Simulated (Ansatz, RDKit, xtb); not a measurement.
# C2H9OPSi: ranking a sample of isomers, part 2 of 2

A sample of isomers of C2H9OPSi is drawn. Aim: find which of them has the lowest free energy at 298.15 K, then its properties. The sample is small against all isomers, and the most stable one of this formula need not be in it.

xtb, Ansatz and PySCF; isolated molecules. Earlier steps stand in the parts before.

## 6. The relaxed candidates

```csv
label,spin,r2SCAN-D4/def2-SVP (kcal/mol),"PBE-D3(BJ)/def2-SVP, relaxed (kcal/mol)",time
c609c,singlet,0.0,0.0,21 s
c620d,singlet,9.2,8.4,34 s
c891c,singlet,16.4,15.4,53 s
```

c609c: Bond lengths: C1–C2 1.536 Å, C2–Si5 1.884 Å, O3–Si5 1.689 Å, P4–Si5 2.288 Å, C1–H6 1.110 Å, C1–H7 1.110 Å, C1–H8 1.109 Å, C2–H9 1.112 Å, C2–H10 1.112 Å, Si5–H11 1.514 Å, O3–H12 0.973 Å, P4–H13 1.442 Å, P4–H14 1.442 Å. Some angles: C1–C2–Si5 113.7°, C2–Si5–O3 105.2°, C2–Si5–P4 114.3°, O3–Si5–P4 110.3°, C1–C2–H9 111.3°, C1–C2–H10 110.9°, Si5–C2–H9 107.5°, Si5–C2–H10 107.2°, C2–C1–H6 111.5°, C2–C1–H7 111.7°.

c620d: Bond lengths: C1–O3 1.413 Å, C2–Si5 1.886 Å, O3–Si5 1.685 Å, P4–Si5 2.291 Å, C1–H6 1.115 Å, C1–H7 1.115 Å, C1–H8 1.110 Å, Si5–H9 1.501 Å, C2–H10 1.109 Å, C2–H11 1.109 Å, C2–H12 1.109 Å, P4–H13 1.440 Å, P4–H14 1.442 Å. Some angles: C1–O3–Si5 123.2°, C2–Si5–O3 112.1°, C2–Si5–P4 107.9°, O3–Si5–P4 108.7°, O3–C1–H6 112.2°, O3–C1–H7 112.4°, O3–C1–H8 108.7°, C2–Si5–H9 110.7°, O3–Si5–H9 104.1°, P4–Si5–H9 113.4°.

c891c: Bond lengths: C1–C2 1.523 Å, C2–O3 1.424 Å, O3–Si5 1.680 Å, P4–Si5 2.287 Å, C1–H6 1.109 Å, C1–H7 1.110 Å, C1–H8 1.109 Å, C2–H9 1.111 Å, C2–H10 1.117 Å, Si5–H11 1.500 Å, Si5–H12 1.510 Å, P4–H13 1.442 Å, P4–H14 1.441 Å. Some angles: C1–C2–O3 113.0°, C2–O3–Si5 124.7°, O3–Si5–P4 109.8°, C1–C2–H9 110.2°, C1–C2–H10 109.9°, O3–C2–H9 106.4°, O3–C2–H10 110.3°, C2–C1–H6 110.5°, C2–C1–H7 111.5°, C2–C1–H8 110.7°.

## 7. Harmonic analysis of the finalists

The lowest few in one piece go on as finalists. In this search the thermal terms come from GFN2-xTB at its own nearest minimum. The first, c609c:

Contents of start.xyz:

```xyz
14
c609c
C      2.391168    -0.659239    -0.635065
C      1.256616    -1.572485    -0.148604
O     -0.484543     0.611486     0.367256
P     -2.168741    -2.203143     0.291004
Si    -0.464467    -0.867993    -0.447931
H      2.332763    -0.486711    -1.729827
H      3.389337    -1.094137    -0.421117
H      2.341221     0.332528    -0.142402
H      1.301412    -2.568845    -0.640791
H      1.345773    -1.767967     0.942729
H     -0.709060    -0.678299    -1.929583
H     -1.308219     1.121064     0.276469
H     -1.408066    -2.690090     1.414967
H     -1.748325    -3.285705    -0.564609
```

Started as:

```sh
$ xtb start.xyz --gfn 2 --ohess tight
```

Log, cut to the lines that bear on the results:

```text
* xtb version 6.7.1
[...]
          :  # basis functions                  41          :
[...]
          :  # electrons                        32          :
[...]
          :  Hamiltonian                  GFN2-xTB          :
[...]
          :  net charge                          0          :
          :  unpaired electrons                  0          :
[...]
   *** convergence criteria satisfied after 13 iterations ***
[...]
   *** GEOMETRY OPTIMIZATION CONVERGED AFTER 22 ITERATIONS ***
[...]
   *** convergence criteria satisfied after 3 iterations ***
[...]
         ::                     SUMMARY                     ::
         :::::::::::::::::::::::::::::::::::::::::::::::::::::
         :: total energy             -17.220133372377 Eh    ::
         :: gradient norm              0.000128351422 Eh/a0 ::
         :: HOMO-LUMO gap              4.655761587597 eV    ::
         ::.................................................::
         :: SCC energy               -17.397589543925 Eh    ::
         :: -> isotropic ES            0.040172038641 Eh    ::
         :: -> anisotropic ES          0.002335844939 Eh    ::
         :: -> anisotropic XC          0.004696489205 Eh    ::
         :: -> dispersion             -0.008820653745 Eh    ::
         :: repulsion energy           0.177456171547 Eh    ::
         :: add. restraining           0.000000000000 Eh    ::
         :: total charge              -0.000000000000 e     ::
         :::::::::::::::::::::::::::::::::::::::::::::::::::::
[...]
        16        2.0000           -0.3723110             -10.1311 (HOMO)
        17                         -0.2012149              -5.4753 (LUMO)
[...]
molecular dipole:
                 x           y           z       tot (Debye)
 q only:        0.125       0.375      -0.254
   full:        0.310       0.117      -0.155       0.929
molecular quadrupole (traceless):
[...]
          | TOTAL ENERGY              -17.220133372391 Eh   |
          | TOTAL ENTHALPY            -17.105502828019 Eh   |
          | TOTAL FREE ENERGY         -17.149287222225 Eh   |
          | GRADIENT NORM               0.000128236072 Eh/α |
[...]
```

Run time: 0.39 s. Hardware: 2 threads of Arm Neoverse V1, shared host.

## 8. Thermal terms of the finalists

As xtb prints them, at 298.15 K, with its own treatment of low modes:

```csv
label,SMILES,spin,lowest mode (cm⁻¹),zero-point (kcal/mol),G − E (kcal/mol)
c609c,CC[Si@H](O)P,singlet,50,65.7,44.5
c620d,CO[Si@H](C)P,singlet,58,65.2,43.5
c891c,CCO[SiH2]P,singlet,32,64.9,44.0
```

## 9. Energies at the top level

Each finalist gets a single point at CCSD(T)/def2-SVP + MP2/def2-TZVPP - MP2/def2-SVP.

c609c, CCSD(T)/def2-SVP:

Contents of input.yaml:

```yaml
crystal:
  periodic: [false, false, false]
  atoms:
    - {symbol: C, position_ang: [2.391168, -0.659239, -0.635065]}
    - {symbol: C, position_ang: [1.256616, -1.572485, -0.148604]}
    - {symbol: O, position_ang: [-0.484543, 0.611486, 0.367256]}
    - {symbol: P, position_ang: [-2.168741, -2.203143, 0.291004]}
    - {symbol: Si, position_ang: [-0.464467, -0.867993, -0.447931]}
    - {symbol: H, position_ang: [2.332763, -0.486711, -1.729827]}
    - {symbol: H, position_ang: [3.389337, -1.094137, -0.421117]}
    - {symbol: H, position_ang: [2.341221, 0.332528, -0.142402]}
    - {symbol: H, position_ang: [1.301412, -2.568845, -0.640791]}
    - {symbol: H, position_ang: [1.345773, -1.767967, 0.942729]}
    - {symbol: H, position_ang: [-0.709060, -0.678299, -1.929583]}
    - {symbol: H, position_ang: [-1.308219, 1.121064, 0.276469]}
    - {symbol: H, position_ang: [-1.408066, -2.690090, 1.414967]}
    - {symbol: H, position_ang: [-1.748325, -3.285705, -0.564609]}
basis:
  gaussian:
    orbitals: def2-SVP
correlation:
  method: ccsd_t
  frozen_orbitals: {Si: 5, H: 0, O: 1, P: 5, C: 1}
```

Started as:

```sh
$ ansatz run input.yaml --threads 2 --pin off --max-ram 4350MiB --events-out events.jsonl --progress --plain --runs-dir runs
```

Log, cut to the lines that bear on the results:

```text
Warning: RAYON_NUM_THREADS=2 ignored (pool sized by the plan → 2); use --threads N
Functional definition: HF
  name "HF"
[...]
1220 factors; integrals over basis functions are off by at most 1.2e-3 eV
[...]
mean field -21367.62535151 eV, -785.2457481715 hartree, gradient 2.4e-6 eV, S^2 0.000000; 0 other end points of the search recorded, 0 dependent functions left out
13 core orbitals not correlated: weight in the atoms' cores, before any rotation towards them, 1.000 or more for the frozen orbitals, at most 0.000 for the correlated occupied ones
reference -21367.62535151 eV, -785.2457481715 hartree; 16, 16 occupied and 94, 94 virtual orbitals, 1220 factors
second order -19.04481417 eV of doubles, -0.00000000 eV of singles
cycle   1  -20.24575936 eV  change    -1.2e0 eV  update   1.0e-1
[...]
cycle   9  -20.91293633 eV  change   -3.9e-6 eV  update   1.6e-5
perturbative correction -0.57710049 eV, -0.0212080517 hartree
Total energy: -21389.11538833 eV, -786.0354924579 hartree
```

Wall time 18 s (2 threads of Arm Neoverse V1, shared host); peak memory 0.68 GiB.

## 10. c609c at MP2/def2-TZVPP

Changes to input.yaml since step 9:

```diff
@@ -19,5 +19,6 @@
   gaussian:
-    orbitals: def2-SVP
+    orbitals: def2-TZVPP
 correlation:
-  method: ccsd_t
+  method: mp2
   frozen_orbitals: {Si: 5, H: 0, O: 1, P: 5, C: 1}
+total_charge: 0
```

Started as:

```sh
$ ansatz run input.yaml --threads 2 --pin off --max-ram 4350MiB --events-out events.jsonl --progress --plain --runs-dir runs
```

Log:

```text
Warning: RAYON_NUM_THREADS=2 ignored (pool sized by the plan → 2); use --threads N
[... 2 set-up lines as earlier in the session ...]
  exchange = exact_x
  correlation = 0
1750 factors; integrals over basis functions are off by at most 1.2e-3 eV
mean field evaluation 1: about -21373.5094 eV, gradient 4.5e1 eV
mean field evaluation 2: about -21373.8380 eV, gradient 4.5e1 eV
mean field evaluation 4: about -21378.6570 eV, gradient 4.8e0 eV
mean field evaluation 8: about -21378.7578 eV, gradient 3.6e-1 eV
mean field evaluation 16: about -21378.7587 eV, gradient 1.7e-6 eV
mean field -21378.75867690 eV, -785.6548903331 hartree, gradient 1.7e-6 eV, S^2 0.000000; 0 other end points of the search recorded, 0 dependent functions left out
13 core orbitals not correlated: weight in the atoms' cores, before any rotation towards them, 1.000 or more for the frozen orbitals, at most 0.000 for the correlated occupied ones
reference -21378.75867690 eV, -785.6548903331 hartree; 16, 16 occupied and 274, 274 virtual orbitals, 1750 factors
second order -23.94554990 eV of doubles, -0.00000000 eV of singles
Total energy: -21402.70422681 eV, -786.5348730612 hartree
```

Run time: 12 s. Hardware: 2 threads of Arm Neoverse V1, shared host; peak memory 0.85 GiB.

## 11. c620d at CCSD(T)/def2-SVP

Contents of input.yaml:

```yaml
crystal:
  periodic: [false, false, false]
  atoms:
    - {symbol: C, position_ang: [-1.795632, -0.267826, 1.474791]}
    - {symbol: C, position_ang: [0.841010, -1.717237, -0.389221]}
    - {symbol: O, position_ang: [-1.230594, -1.539096, 1.723620]}
    - {symbol: P, position_ang: [-2.255975, -2.922865, -1.034204]}
    - {symbol: Si, position_ang: [-0.607990, -2.525324, 0.507151]}
    - {symbol: H, position_ang: [-1.031424, 0.478005, 1.153421]}
    - {symbol: H, position_ang: [-2.586775, -0.301227, 0.689284]}
    - {symbol: H, position_ang: [-2.259357, 0.104170, 2.411693]}
    - {symbol: H, position_ang: [-0.160576, -3.760780, 1.232354]}
    - {symbol: H, position_ang: [1.297766, -2.424117, -1.112143]}
    - {symbol: H, position_ang: [1.623052, -1.414971, 0.337245]}
    - {symbol: H, position_ang: [0.520330, -0.816429, -0.950947]}
    - {symbol: H, position_ang: [-2.873394, -3.948763, -0.233827]}
    - {symbol: H, position_ang: [-1.424598, -3.866770, -1.739627]}
basis:
  gaussian: {orbitals: def2-SVP}
correlation: {method: ccsd_t, frozen_orbitals: {Si: 5, H: 0, O: 1, P: 5, C: 1}}
```

Started as:

```sh
$ ansatz run input.yaml --threads 2 --pin off --max-ram 4350MiB --events-out events.jsonl --progress --plain --runs-dir runs
```

Log, cut to the lines that bear on the results:

```text
Warning: RAYON_NUM_THREADS=2 ignored (pool sized by the plan → 2); use --threads N
[... 2 set-up lines as earlier in the session ...]
[...]
1218 factors; integrals over basis functions are off by at most 1.1e-3 eV
[...]
mean field -21367.30803334 eV, -785.2340869435 hartree, gradient 2.2e-6 eV, S^2 0.000000; 0 other end points of the search recorded, 0 dependent functions left out
13 core orbitals not correlated: weight in the atoms' cores, before any rotation towards them, 1.000 or more for the frozen orbitals, at most 0.000 for the correlated occupied ones
reference -21367.30803334 eV, -785.2340869435 hartree; 16, 16 occupied and 94, 94 virtual orbitals, 1218 factors
second order -18.90237726 eV of doubles, -0.00000000 eV of singles
cycle   1  -20.12972591 eV  change    -1.2e0 eV  update   1.0e-1
[...]
cycle   9  -20.82640135 eV  change   -7.0e-6 eV  update   1.7e-5
perturbative correction -0.57636432 eV, -0.0211809980 hartree
Total energy: -21388.71079900 eV, -786.0206240745 hartree
```

It took 18 s on 2 threads of Arm Neoverse V1, shared host; peak memory 0.68 GiB.

## 12. Free energies and the winner

Energies in kcal/mol from c609c; G adds the thermal terms to the CCSD(T)/def2-SVP + MP2/def2-TZVPP - MP2/def2-SVP energy. The columns left of the relaxed level are at the tight-binding geometries.

```csv
label,SMILES,spin,GFN2-xTB,HF/STO-3G,r2SCAN-D4/def2-SVP,PBE-D3(BJ)/def2-SVP,HF/def2-SVP,MP2/def2-SVP,CCSD(T)/def2-SVP + MP2/def2-TZVPP - MP2/def2-SVP,G,share at equilibrium,T1
c609c,CC[Si@H](O)P,singlet,0.0,0.0,0.0,0.0,0.0,0.0,0.0,0.0,100.0 %,0.011
c620d,CO[Si@H](C)P,singlet,3.2,-1.8,9.2,8.4,7.3,10.6,10.8,9.8,< 0.1 %,0.011
c891c,CCO[SiH2]P,singlet,-7.1,7.1,16.4,15.4,13.6,17.0,18.9,18.4,< 0.1 %,0.011
```

Lowest found: c609c, `CC[Si@H](O)P`, a singlet. Bond lengths: C1–C2 1.536 Å, C2–Si5 1.884 Å, O3–Si5 1.689 Å, P4–Si5 2.288 Å, C1–H6 1.110 Å, C1–H7 1.110 Å, C1–H8 1.109 Å, C2–H9 1.112 Å, C2–H10 1.112 Å, Si5–H11 1.514 Å, O3–H12 0.973 Å, P4–H13 1.442 Å, P4–H14 1.442 Å. Some angles: C1–C2–Si5 113.7°, C2–Si5–O3 105.2°, C2–Si5–P4 114.3°, O3–Si5–P4 110.3°, C1–C2–H9 111.3°, C1–C2–H10 110.9°, Si5–C2–H9 107.5°, Si5–C2–H10 107.2°, C2–C1–H6 111.5°, C2–C1–H7 111.7°.

```xyz
14

C     2.3912   -0.6592   -0.6351
C     1.2566   -1.5725   -0.1486
O    -0.4845    0.6115    0.3673
P    -2.1687   -2.2031    0.2910
Si   -0.4645   -0.8680   -0.4479
H     2.3328   -0.4867   -1.7298
H     3.3893   -1.0941   -0.4211
H     2.3412    0.3325   -0.1424
H     1.3014   -2.5688   -0.6408
H     1.3458   -1.7680    0.9427
H    -0.7091   -0.6783   -1.9296
H    -1.3082    1.1211    0.2765
H    -1.4081   -2.6901    1.4150
H    -1.7483   -3.2857   -0.5646
```

## 13. What came out

What follows sums up all 2 parts.

```
                                 quantity                                                                    value
                   lowest structure found                                                    CC[Si@H](O)P, singlet
                            next finalist                          CO[Si@H](C)P, singlet, 9.8 kcal/mol higher in G
share at equilibrium, among the finalists                                                                  100.0 %
                                   funnel  15 starts, 13 minima at GFN2-xTB, 8 screening runs, 3 relaxed, 3 ranked
                     CPU time of all runs                                                                  7.6 min
```

In words: `CC[Si@H](O)P` comes out lowest. The margin of 9.8 kcal/mol over the next finalist is beyond the usual error of the last level; it says nothing of structures that weren't ranked. r2SCAN-D4/def2-SVP, PBE-D3(BJ)/def2-SVP, HF/def2-SVP and MP2/def2-SVP already put its bonding pattern lowest among the structures in one piece; GFN2-xTB favours the singlet CCO[SiH2]P; HF/STO-3G favours the singlet CO[Si@H](C)P (c620b, not a finalist). The largest share of the time went into the relaxations (45 %). 4 minima inside the window were never screened. The search is not exhaustive (a finite list of starts, one conformer a finalist), so a lower isomer can't be ruled out. Only 4 drawn patterns were tried, so whole families of isomers are missing, and the result ranks this sample alone. The lowest isomer need not be the one that is made and kept in a bottle, which depends on barriers.
